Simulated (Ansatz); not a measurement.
# AlCd2: the cost of one run

Method: DFT PBE, scalar-relativistic, plane waves, PAW, in Ansatz 0.2.0.

## Step 1: Starting point

Symmetry: P6/mmm, No. 191, hexagonal system. The conventional cell has a = 3.977 Å, b = 3.977 Å, c = 4.295 Å, α = 90.00°, β = 90.00°, γ = 120.00°. Al (site symmetry 6/mmm) has 12 Cd at 3.14 Å as nearest neighbours. Cd (site symmetry -6m2) is surrounded by 3 Cd at 2.30 Å.

As a file:

```
Al Cd
1.0
     3.97748    0.00000    0.00000
    -1.98874    3.44460    0.00000
     0.00000    0.00000    4.29462
Al Cd
1 2
Direct
  0.00000 0.00000 0.00000
  0.33333 0.66667 0.50000
  0.66667 0.33333 0.50000
```

This is candidate A: AlB2 type (P6/mmm, No. 191).

(A quick probe on a coarse mesh, which set the mesh and smearing, is not shown.)

## Step 3: Coarse relaxation (candidate A)

File input.yaml:

```yaml
crystal:
  lattice:
    - [3.9774809969, 0.0, 0.0]
    - [-1.9887404984, 3.4445995864, 0.0]
    - [0.0, 0.0, 4.2946223388]
  atoms:
    - { symbol: Al, position: [0.0, 0.0, 0.0] }
    - { symbol: Cd, position: [0.3333333333, 0.6666666667, 0.5] }
    - { symbol: Cd, position: [0.6666666667, 0.3333333333, 0.5] }
basis:
  ecutwfc: 420
kpoints:
  mp_grid: { grid: [6, 6, 4] }
hamiltonian:
  xc: pbe
scf:
  occupations: { method: gaussian, width: 0.1 }
  lower_state_search: "off"
output:
  forces: true
  stress: true
  eigenvalues: true
relax:
  adjacent_minimum: "off"
  f_tol: 0.04
  max_steps: 70
  cell: { stress_tol: 0.4 }
```

Command:

```bash
$ ansatz run input.yaml --threads 1 --pin off --max-ram 2560MiB --backend cpu --events-out ev --progress --plain --runs-dir out
```

What time and memory should one allow on 1 thread of Intel Xeon 6975P-C (Granite Rapids), shared host?

About 15 s, with a peak of 0.39 GiB.
